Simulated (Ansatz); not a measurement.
# Cu5Ni: the cost of one run

Method: DFT PBE, scalar-relativistic, plane waves, PAW, in Ansatz 0.2.0.

1 further run of the same task is left out (it didn't finish). Runs told in other sessions of the task aren't counted.

### Step 1. The structure to begin with

The structure is hexagonal, space group P-62m (No. 189). The conventional cell has a = 4.409 Å, b = 4.409 Å, c = 4.187 Å, α = 90.00°, β = 90.00°, γ = 120.00°. Cu (site symmetry m2m) is surrounded by 10 Cu at 2.52 to 2.56 Å and 2 Ni at 2.55 Å. Around Cu (site symmetry -6) lie 9 Cu at 2.55 to 2.56 Å and 3 Ni at 2.55 Å. Ni (site symmetry -62m) is surrounded by 12 Cu at 2.55 Å.

Structure file:

```
CELL_PARAMETERS angstrom
4.40945 0.00000 0.00000
-2.20473 3.81870 0.00000
0.00000 0.00000 4.18697
ATOMIC_POSITIONS crystal
Cu 0.32960 0.32959 0.00000
Cu 0.00000 0.67041 0.00000
Cu 0.67041 0.00000 0.00000
Cu 0.66667 0.33333 0.50000
Cu 0.33333 0.66667 0.50000
Ni 0.00000 0.00000 0.50000
```

The cell was relaxed beforehand at this level, from a generated guess; it is a trial structure. At a tolerance of 0.05 Å it has space group P-62m (No. 189); it has 11.75 Å³/atom, an uncorrected energy of +0.02 eV/atom over the elements.

### Step 2. Electronic structure at the relaxed geometry

Contents of input.yaml:

```yaml
crystal:
  lattice:
    - [4.4094511177, -2.89e-08, 0.0]
    - [-2.2047255338, 3.8186966991, 0.0]
    - [0.0, 0.0, 4.1869738]
  atoms:
    - { symbol: Cu, position: [0.329595, 0.329595, 0.0] }
    - { symbol: Cu, position: [0.0, 0.670405, 0.0] }
    - { symbol: Cu, position: [0.670405, 0.0, 0.0] }
    - { symbol: Cu, position: [0.6666666667, 0.3333333333, 0.5] }
    - { symbol: Cu, position: [0.3333333333, 0.6666666667, 0.5] }
    - { symbol: Ni, position: [0.0, 0.0, 0.5] }
basis:
  ecutwfc: 420
kpoints:
  mp_grid: { grid: [12, 12, 10] }
  band_path:
    path:
      - [[0.0, 0.0, 0.0], [0.5, 0.0, 0.0], [0.33333333, 0.33333333, 0.0], [0.0, 0.0, 0.0], [0.0, 0.0, 0.5], [0.5, 0.0, 0.5], [0.33333333, 0.33333333, 0.5], [0.0, 0.0, 0.5]]
      - [[0.5, 0.0, 0.5], [0.5, 0.0, 0.0]]
      - [[0.33333333, 0.33333333, 0.5], [0.33333333, 0.33333333, 0.0]]
    npoints: 14
hamiltonian:
  xc: pbe
scf:
  occupations: { method: gaussian, width: 0.1 }
  n_extra_bands: 15
output:
  forces: true
  stress: true
  eigenvalues: true
  populations: true
  dos: { projected: true, de: 0.02, nscf_kmesh: { grid: [15, 15, 12] } }
  bader: true
  write_density: true
  write_potential: true
  elf: true
  volumetric_format: npy
```

Launch:

```sh
ansatz run input.yaml --threads 4 --pin off --max-ram 8192MiB --backend cpu --events-out ev --progress --plain --runs-dir out
```

**Question.** How long does this run take on 4 threads of Arm Neoverse V1, shared host, and how much memory does it need?

About 76 s, with a peak of 0.97 GiB.
